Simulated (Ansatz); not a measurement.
**YHg: the crystal squeezed far**

An exercise on one series of results from a longer session: the logs are not shown, and one member is left open.

Method: DFT, LDA, PAW with Ansatz's default frozen-core files, scalar-relativistic, in Ansatz 0.2.0.

1 further run of the same task is left out (it didn't finish).

## The starting structure

It takes space group Pm-3m (No. 221, cubic). Conventional cell: a = 3.680 Å, b = 3.680 Å, c = 3.680 Å, α = 90.00°, β = 90.00°, γ = 90.00°. Around Y (site symmetry m-3m) lie 8 Hg at 3.19 Å. Hg (site symmetry m-3m) is surrounded by 8 Y at 3.19 Å.

Coordinates:

```
Y Hg
1.0
     3.68000    0.00000    0.00000
     0.00000    3.68000    0.00000
     0.00000    0.00000    3.68000
Y Hg
1 1
Direct
  0.50000 0.50000 0.50000
  0.00000 0.00000 0.00000
```

Whether this phase is the stable one at these pressures isn't tested.

Atoms are numbered in the order of the input: Y1, Hg2.

The first run:

Contents of input.yaml:

```yaml
crystal:
  lattice:
    - [3.68, 0.0, 0.0]
    - [0.0, 3.68, 0.0]
    - [0.0, 0.0, 3.68]
  atoms:
    - { symbol: "Y", position: [0.5, 0.5, 0.5] }
    - { symbol: Hg, position: [0.0, 0.0, 0.0] }
kpoints:
  mp_grid: { grid: [10, 10, 10] }
  band_path:
    path:
      - [0.0, 0.0, 0.0]
      - [0.0, 0.5, 0.0]
      - [0.5, 0.5, 0.0]
      - [0.0, 0.0, 0.0]
      - [0.5, 0.5, 0.5]
      - [0.0, 0.5, 0.0]
      - [0.5, 0.5, 0.5]
      - [0.5, 0.5, 0.0]
    npoints: 6
scf:
  occupations: { method: fermi_dirac, width: 0.05 }
hamiltonian:
  xc: lda
  pseudopotentials: { kind: paw }
output:
  forces: true
  stress: true
  eigenvalues: true
  efg: { contact_densities: true }
  populations: true
```

Launch:

```console
$ ansatz run input.yaml --threads 1 --pin off --max-ram 2048MiB --backend cpu --events-out ev --progress --plain --runs-dir out
```

Steps of the session up to this table: Volume scaled by 1, PAW; Volume scaled by 0.9, PAW; Volume scaled by 0.8, PAW; Volume scaled by 0.55, PAW.

One table of the session follows, with a row left open; its other results are not shown here.

```
method  volume over the first  volume (Å³/atom)  pressure (GPa)
   PAW                      1            24.918           -3.29
   PAW                    0.9                 ?               ?
   PAW                    0.8            19.934           21.11
   PAW                   0.55            13.705          145.17
```

**Question.** Estimate the row for PAW, 0.9.

The run gave: volume (Å³/atom): 22.426; pressure (GPa): 5.55. In the column «volume (Å³/atom)» it lies between PAW, 0.8 (19.934) and PAW, 1 (24.918).

To keep in mind: Warnings in the runs' records: gradients without spin orbit.
